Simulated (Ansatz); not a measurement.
# CH3ClF2Ti: the cost of one run

Method: RKS BLYP-D4/def2-SVP, in Ansatz 0.2.0.

## (1) The starting structure

Bond lengths: Ti1–Cl2 2.881 Å, Ti1–C3 1.995 Å, Ti1–F5 1.690 Å, Ti1–F6 1.688 Å, C3–H7 1.093 Å, C3–H8 1.094 Å. Angles: Cl2–Ti1–C3 74.4°, Cl2–Ti1–F5 102.9°, Cl2–Ti1–F6 102.2°, C3–Ti1–F5 106.0°, C3–Ti1–F6 105.8°, F5–Ti1–F6 143.7°, Ti1–C3–H7 119.4°, Ti1–C3–H8 118.7°, H7–C3–H8 112.0°.

Structure file:

```xyz
8

Ti   -0.4338    0.6576    0.8500
Cl    2.3121   -0.1953    0.6702
C    -0.3188   -0.4328   -0.8168
H     1.0223   -0.5621   -0.4774
F    -0.3599    2.2717    0.3558
F    -1.0512   -0.3757    2.0339
H    -0.3930    0.0631   -1.7883
H    -0.7776   -1.4264   -0.8274
```

## (2) A restrained relaxation towards end A

Springs on the bonds that form and break draw the guess towards this end; the thresholds are loose.

input.yaml reads:

```yaml
crystal:
  periodic: [false, false, false]
  atoms:
    - { symbol: Ti, position_ang: [-0.4338, 0.6576, 0.85] }
    - { symbol: Cl, position_ang: [2.3121, -0.1953, 0.6702] }
    - { symbol: C, position_ang: [-0.3188, -0.4328, -0.8168] }
    - { symbol: H, position_ang: [1.0223, -0.5621, -0.4774] }
    - { symbol: F, position_ang: [-0.3599, 2.2717, 0.3558] }
    - { symbol: F, position_ang: [-1.0512, -0.3757, 2.0339] }
    - { symbol: H, position_ang: [-0.393, 0.0631, -1.7883] }
    - { symbol: H, position_ang: [-0.7776, -1.4264, -0.8274] }
basis:
  gaussian: { orbitals: def2-SVP }
hamiltonian:
  xc: blyp
  dispersion: d4
relax:
  f_tol: 0.15
  max_steps: 25
  restrain:
    - { distance: [3, 1], at: 2.63, k: 30.0 }
    - { distance: [0, 1], at: 2.62, k: 30.0 }
    - { distance: [3, 2], at: 1.07, k: 30.0 }
output:
  orbitals: {}
```

Launch:

```
$ ansatz run input.yaml --threads 2 --pin off --max-ram 3072MiB --backend cpu --events-out ev --progress --plain --runs-dir out
```

Q: Estimate wall time and peak memory on 2 threads of Intel Xeon Platinum 8488C (Sapphire Rapids), shared host.

About 14 s, with a peak of 0.19 GiB.
